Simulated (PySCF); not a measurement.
**ReOBr4: other functionals and bases at one geometry**

The task here is to estimate one member of a computed series from the others.

Program: PySCF 2.14.0. Level of theory: several levels, as the steps say, no spin–orbit coupling. These are calculated values, not measurements.

3 further runs of the same task are left out: 2 for a known fault of the program, 1 that didn't finish.

**The starting structure**

6 atoms, charge 0, spin multiplicity 2.

Bond lengths: Re1–O2 1.666 Å, Re1–Br3 2.469 Å, Re1–Br4 2.469 Å, Re1–Br5 2.469 Å, Re1–Br6 2.469 Å. Angles: O2–Re1–Br3 105.4°, O2–Re1–Br4 105.4°, O2–Re1–Br5 105.4°, O2–Re1–Br6 105.4°, Br3–Re1–Br4 85.9°, Br3–Re1–Br5 149.1°, Br3–Re1–Br6 85.9°, Br4–Re1–Br5 85.9°, Br4–Re1–Br6 149.1°, Br5–Re1–Br6 85.9°.

As a file:

| atom | x (Å) | y (Å) | z (Å) |
| --- | --- | --- | --- |
| Re1 | 0.0000 | 0.0000 | 0.3303 |
| O2 | 0.0000 | 0.0000 | 1.9962 |
| Br3 | 2.3799 | 0.0000 | -0.3264 |
| Br4 | 0.0000 | 2.3799 | -0.3264 |
| Br5 | -2.3799 | 0.0000 | -0.3264 |
| Br6 | 0.0000 | -2.3799 | -0.3264 |

Formal oxidation states: Re +6. An earlier session relaxed this geometry at B3LYP, Re def2-SVP with ECP60, O def2-SVP, Br def2-SVP (doublet, point group C4v).

At B3LYP on the finer grid: E = -10449.127339 Eh, HOMO -7.52 eV, LUMO -5.40 eV (over both spins), ⟨S²⟩ = 0.755, Mulliken charge on Re1 +0.73 e, largest force component 0.007 eV/Å. 

Levels to run: wB97X; PBE0; TPSSh; PBE; B3LYP, TZVP. Hardware: 4 threads of Intel Xeon 6975P-C (Granite Rapids), shared host.

The first run:

run.py (the lines that set the calculation) reads:

```python
mol = gto.M(atom='''
Re     0.00000     0.00000     0.33026
O      0.00000     0.00000     1.99617
Br     2.37992     0.00000    -0.32640
Br     0.00000     2.37992    -0.32640
Br    -2.37992     0.00000    -0.32640
Br     0.00000    -2.37992    -0.32640''',
    basis={'Re': 'def2-SVP', 'O': 'def2-SVP', 'Br': 'def2-SVP'},
    ecp={'Re': 'def2-SVP'},
    charge=0, spin=1)
mf = dft.UKS(mol, xc='WB97X')
mf.grids.atom_grid = (75, 302)
mf = mf.density_fit()  # fitting sets: Re def2-universal-JKFIT, O def2-universal-JKFIT, Br def2-universal-JKFIT
mf.conv_tol = 1e-08; mf.max_cycle = 55
mf.kernel(dm0)  # dm0: the density of the relaxed state
```

Started as:

```console
> OMP_NUM_THREADS=4 python run.py
```

Steps of the session up to this table: wB97X; PBE0; TPSSh; PBE; B3LYP, TZVP.

One table of the session follows, with a row left open; its other results are not shown here.

| level | HOMO (eV) | gap (eV) | charge on Re1 (e) | dipole (D) | largest force component (eV/Å) |
| --- | --- | --- | --- | --- | --- |
| B3LYP (relaxed here) | -7.52 | 2.12 | 0.73 | 0.24 | 0.01 |
| wB97X | -10.07 | 6.56 | 0.87 | 0.05 | 1.86 |
| PBE0 | ? | ? | ? | ? | ? |
| TPSSh | -7.25 | 1.61 | 0.77 | 0.14 | 0.39 |
| PBE | -6.54 | 0.79 | 0.57 | 0.21 | 0.99 |
| B3LYP, TZVP | -7.64 | 2.22 | 1.07 | 0.12 | 0.20 |

**Question.** Estimate the row for PBE0.

As computed: HOMO (eV): -7.86; gap (eV): 2.57; charge on Re1 (e): 0.76; dipole (D): 0.17; largest force component (eV/Å): 0.97. In the column «HOMO (eV)» it lies between wB97X (-10.07) and B3LYP, TZVP (-7.64).

In one basis the HOMO–LUMO gap runs from 0.79 eV (PBE) to 6.56 eV (wB97X). The largest leftover force, 1.86 eV/Å with wB97X, stands at a geometry relaxed at another level. Total energies of different levels can't be compared.
